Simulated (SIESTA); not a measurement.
## GeSb4Te7: single point with PBE

GeSb4Te7:

```xyz
12
Lattice="4.2893 0.0000 0.0000 -2.1447 3.7146 0.0000 0.0000 0.0000 24.6378" Properties=species:S:1:pos:R:3 pbc="T T T"
Te   -0.0088    0.0083    6.8839
Te    0.0069    0.0049   -0.0503
Te   -0.0311    2.4761   13.9345
Te    2.1639    1.2501   10.6130
Te    0.0003    0.0424   17.7236
Te    2.1916    1.2592    3.7012
Te    0.0081    2.4353   20.9129
Sb    2.1195    1.2459   16.0655
Sb    0.0426    2.4871    2.0150
Sb    0.0034    2.4865    8.5859
Sb    2.1043    1.2554   22.6101
Ge    0.0501   -0.0448   12.3235
```

The cell is a database's computed one.

The cell isn't the ideal one: atoms moved at random, drawn with an rms of 0.05 Å.

```
Program             : SIESTA 5.4.2
Task                : single point
Functional          : PBE
Potentials or basis : PseudoDojo 0.4 standard (PBE files)
Basis               : DZP (energy shift 0.003 Ry; two zetas on semicore shells)
Grid cutoff         : 800 Ry
Energy shift        : 0.003 Ry
k mesh              : 7 × 7 × 2
Occupations         : fermi-dirac, width 0.05 eV
Spin                : no spin polarisation
```

| Property | Result |
| --- | --- |
| Pressure | 1.9 GPa |
| Largest force | 0.772 eV/Å |
| Band gap on the k mesh | 0.44 eV, direct |

Forces in eV/Å, atoms in the order of the input:
```
Te   0.035  0.041 -0.409
Te   0.022 -0.016  0.210
Te   0.210 -0.003  0.581
Te  -0.078 -0.046 -0.182
Te  -0.122 -0.118  0.578
Te  -0.034 -0.071  0.493
Te  -0.139  0.210 -0.490
Sb   0.100  0.051 -0.764
Sb  -0.044  0.050 -0.609
Sb   0.026 -0.049  0.385
Sb   0.182 -0.156  0.407
Ge  -0.159  0.106 -0.199
```

Stress tensor (GPa, compression positive):
```
 2.09  0.02 -0.06
 0.02  1.69 -0.38
-0.06 -0.38  1.77
```

Levels at points of the mesh, in eV from the valence-band top:
| k point | band 90 | band 91 | band 92 | band 93 | band 94 | band 95 | band 96 | band 97 |
| --- | --- | --- | --- | --- | --- | --- | --- | --- |
| (0.00, 0.00, 0.00) | -1.03 | -1.00 | -0.26 | -0.05 | 0.50 | 0.62 | 0.63 | 0.67 |
| (0.00, 0.00, 0.50) | -0.99 | -0.94 | -0.31 | 0.00 | 0.44 | 0.57 | 0.64 | 0.68 |

Run time: 4.8 min on 1 thread of Intel(R) Xeon(R) 6975P-C (Granite Rapids), with other jobs on the host, peak memory 1.2 GiB.

Caveat: spin-orbit coupling is left out, which moves the levels of the heavy elements; an odd mesh through Γ misses points on the zone boundary, where band edges often lie; the basis of atomic orbitals isn't converged, which shifts pressures, moduli and gaps.
